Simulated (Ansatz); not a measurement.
This was printed by a script on Ansatz 0.2.0, Python API, for a geometry optimisation of CH6SeSi2, SMILES C1[SiH2][SiH2][Se]1. What did the script look like? Level of theory: B3LYP, def2-SVP basis, multiplicity 1.

```json
{"atom": "C", "x (Å)": "-1.2330", "y (Å)": "0.5323", "z (Å)": "-0.0121"}
{"atom": "Si", "x (Å)": "0.4567", "y (Å)": "0.5661", "z (Å)": "-0.7217"}
{"atom": "Si", "x (Å)": "0.8536", "y (Å)": "-1.0947", "z (Å)": "0.6220"}
{"atom": "Se", "x (Å)": "-1.1997", "y (Å)": "-0.8670", "z (Å)": "1.3052"}
{"atom": "H", "x (Å)": "-1.4967", "y (Å)": "1.5414", "z (Å)": "0.4482"}
{"atom": "H", "x (Å)": "-2.0204", "y (Å)": "0.3804", "z (Å)": "-0.8250"}
{"atom": "H", "x (Å)": "0.5144", "y (Å)": "0.1656", "z (Å)": "-2.1298"}
{"atom": "H", "x (Å)": "1.2415", "y (Å)": "1.8042", "z (Å)": "-0.3720"}
{"atom": "H", "x (Å)": "1.1261", "y (Å)": "-2.3449", "z (Å)": "-0.0321"}
{"atom": "H", "x (Å)": "1.8407", "y (Å)": "-0.7346", "z (Å)": "1.7202"}
```

Running `python opt.py` prints:
```text
step   1  E = -82227.380406 eV  max force 2.9612 eV/A
step   2  E = -82228.096116 eV  max force 0.9443 eV/A
step   3  E = -82228.162118 eV  max force 0.2847 eV/A
step   4  E = -82228.166561 eV  max force 0.0649 eV/A
step   5  E = -82228.167944 eV  max force 0.0289 eV/A
step   6  E = -82228.168068 eV  max force 0.0049 eV/A
step   7  E = -82228.168101 eV  max force 0.0153 eV/A
step   8  E = -82228.168182 eV  max force 0.0375 eV/A
step   9  E = -82228.168263 eV  max force 0.0572 eV/A
step  10  E = -82228.168520 eV  max force 0.0505 eV/A
step  11  E = -82228.169225 eV  max force 0.0634 eV/A
step  12  E = -82228.169596 eV  max force 0.1253 eV/A
step  13  E = -82228.170433 eV  max force 0.1078 eV/A
step  14  E = -82228.171935 eV  max force 0.0120 eV/A
step  15  E = -82228.172460 eV  max force 0.0251 eV/A
step  16  E = -82228.172421 eV  max force 0.0256 eV/A
step  17  E = -82228.172539 eV  max force 0.0126 eV/A
step  18  E = -82228.172544 eV  max force 0.0065 eV/A
step  19  E = -82228.172546 eV  max force 0.0018 eV/A
converged              True
free_energy_ev         -82228.17281115807
reference_energy_ev    -82228.17281115807
n_frozen               0
n_occupied             [37, 37]
n_virtual              [75, 75]
bond        before    after (A)
C0-Si1       1.8330   1.9147
C0-Se3       1.9221   2.0143
C0-H4        1.1400   1.0997
C0-H5        1.1419   1.0994
Si1-Si2      2.1729   2.3474
Si1-H6       1.4651   1.4954
Si1-H7       1.5070   1.4931
Si2-Se3      2.1759   2.3324
Si2-H8       1.4370   1.4945
Si2-H9       1.5199   1.4928
dipole moment 1.317 D
Mulliken: [('C', -0.297), ('Si', 0.333), ('Si', 0.265), ('Se', -0.189), ('H', 0.079), ('H', 0.079), ('H', -0.075), ('H', -0.067), ('H', -0.067), ('H', -0.063)]
```

One script that gives this output:

The script, `opt.py`:
```python
import ansatz as az
from ase import Atoms
import numpy as np


def main() -> None:
    atoms = Atoms(['C', 'Si', 'Si', 'Se', 'H', 'H', 'H', 'H', 'H', 'H'], positions=[
        (-1.233, 0.5323, -0.0121),
        (0.4567, 0.5661, -0.7217),
        (0.8536, -1.0947, 0.622),
        (-1.1997, -0.867, 1.3052),
        (-1.4967, 1.5414, 0.4482),
        (-2.0204, 0.3804, -0.825),
        (0.5144, 0.1656, -2.1298),
        (1.2415, 1.8042, -0.372),
        (1.1261, -2.3449, -0.0321),
        (1.8407, -0.7346, 1.7202),
    ])
    mol = az.Crystal.molecule_from_ase(atoms)

    calc = mol.calculation().basis(gaussian='def2-SVP').functional('B3LYP')
    symbols = [site.symbol for site in mol.cartesian_sites]
    start = np.array([site.position_ang for site in mol.cartesian_sites], dtype=float)
    def progress(event):
        if event['event'] == 'relax_step':
            row = event['data']
            print(f'step {row["step"]:3d}  E = {row["lagrangian_ev"]:.6f} eV  max force {row["allowed_force_max_ev_ang"]:.4f} eV/A')


    data = calc.relax(force_tolerance=0.005).session().plan().execute(on_event=progress).report
    end = np.array(data['positions_ang'])

    for key in ('converged', 'free_energy_ev', 'reference_energy_ev', 'n_frozen', 'n_occupied', 'n_virtual'):
        print(f'{key:22s} {data[key]}')

    print('bond        before    after (A)')
    for i, j in [(0, 1), (0, 3), (0, 4), (0, 5), (1, 2), (1, 6), (1, 7), (2, 3), (2, 8), (2, 9)]:
        d0, d1 = (np.linalg.norm(xyz[i] - xyz[j]) for xyz in (start, end))
        print(f'{symbols[i]}{i}-{symbols[j]}{j}'.ljust(10), f'{d0:8.4f} {d1:8.4f}')

    charges = data['charge_distribution']
    print('dipole moment', round(4.803205 * float(np.linalg.norm(charges['dipole_moment_e_ang'])), 3), 'D')
    print('Mulliken:', [(s, round(q, 3)) for s, q in zip(symbols, charges['mulliken_charges_e'])])
    with open('ch6sesi2_opt.xyz', 'w') as handle:
        handle.write(f'{len(symbols)}\nrelaxed CH6SeSi2\n')
        handle.writelines(f'{s:2s} {x:11.6f} {y:11.6f} {z:11.6f}\n' for s, (x, y, z) in zip(symbols, end))


if __name__ == '__main__':
    main()
```

Notes:
- Total energies depend on the basis set; only differences at equal settings carry meaning.
- The end point is the stationary point reached from this start; no frequency run checks that it is a minimum, and the basis set is modest.
- b3lyp holds the VWN-RPA fit, as in Gaussian; the form of ORCA and Turbomole is b3lyp5.
- Wall time of the script: 110 s on 1 thread of Arm Neoverse V2, on a shared host, peak memory 0.35 GiB.

(Lines on the test bed's own set-up are left out of the output.)
